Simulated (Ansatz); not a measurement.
# isostructural AlNi, AlOs, AlPt: a table of trends

Computed with the Ansatz DFT code, driven from Python.

Notebook, run cell by cell (the value of a cell's last expression is shown):

**Cell 1**
```python
import warnings

import ansatz as az
import numpy as np
from tabulate import tabulate
```

**Cell 2**
```python
POLARISED = {"AlNi"}


def ground_state(name, crystal):
    calc = (
        crystal.calculation()
        .functional(az.Functional.R2SCAN)
        .basis(550)
        .kpoints(spacing=0.14)
        .occupations("cold", width=0.1)
        .stress()
        .band_table()
    )
    if name in POLARISED:
        calc = calc.spin("collinear")
    return calc.run(threads=1, backend="cpu")
```

**Cell 3**
```python
def volume_per_atom(outcome):
    return abs(np.linalg.det(outcome.lattice.cell_ang)) / len(outcome.lattice.sites)
```

**Cell 4**
```python
def pressure_gpa(outcome):
    return float(np.trace(outcome.report["stress_gpa"]) / 3)
```

**Cell 5**
```python
warnings.simplefilter("ignore", az.DeckWarning)
```

**Cell 6**
```python
phases = {}
alni = (
    az.Lattice.of((2.881, 0.0, 0.0), (0.0, 2.881, 0.0), (0.0, 0.0, 2.881))
    .atom("Al", (0.0, 0.0, 0.0))
    .atom("Ni", (0.5, 0.5, 0.5))
    .moments(Ni=1.5)
)
phases["AlNi"] = alni
alos = (
    az.Lattice.cubic(2.997912)
    .space_group(221)
    .atom("Al", (0.0, 0.0, 0.0))
    .atom("Os", (0.5, 0.5, 0.5))
)
phases["AlOs"] = alos
alpt = (
    az.Lattice.of((3.091546, 0.0, 0.0), (0.0, 3.091546, 0.0), (0.0, 0.0, 3.091546))
    .atom("Al", (0.0, 0.0, 0.0))
    .atom("Pt", (0.5, 0.5, 0.5))
)
phases["AlPt"] = alpt

done = {}
for name, crystal in phases.items():
    try:
        done[name] = ground_state(name, crystal)
    except az.NonConvergedError as error:
        print(name, "did not converge:", str(error)[:120])
```
Output:
```text
RunWarning: the starting moments were not kept: the SCF closed with an absolute magnetisation of 1.3e-5 μB, where they sum to 1.5 μB in size (1 site). That is at most 0.1 of that sum. Measured as dr2_m measures the in/out step, that magnetisation stands 3.8e-10 eV from none, at or under the dr2_threshold of 1.0e-7 eV: [...]
```

**Cell 7**
```python
rows = [(name, volume_per_atom(o), pressure_gpa(o), abs(o.report["magnetization_mub"])) for name, o in done.items()]
print(tabulate(rows, headers=["compound", "V (A^3/atom)", "P (GPa)", "M (muB/cell)"], floatfmt=".4f", tablefmt="simple"))
```
Output:
```text
compound      V (A^3/atom)    P (GPa)    M (muB/cell)
----------  --------------  ---------  --------------
AlNi               11.9564    -3.1705          0.0000
AlOs               13.4718    -0.2615          0.0000
AlPt               14.7740    -4.7637          0.0000
```

What to keep in mind:
- The SCF didn't keep the moments it started from (some shrank, vanished or turned); what is printed is the state reached.
- Pressure is positive in compression.
- Spin-orbit coupling, which matters for elements this heavy, is left out.
- r2SCAN tends to overestimate the moments of itinerant magnets.
- The cells come from databases of deposited and of computed structures, and not all need be stable phases.
- Warnings are shown shortened and without file and line.
- Members taken from a database of computed cells needn't be known phases. Magnetic phases start from parallel moments and may not end in their lowest magnetic state.
- The script silences the warnings on its input, which a real study should read.
- It ran for 56 s on 1 thread of Arm Neoverse V2 (shared host), peak memory 0.57 GiB.
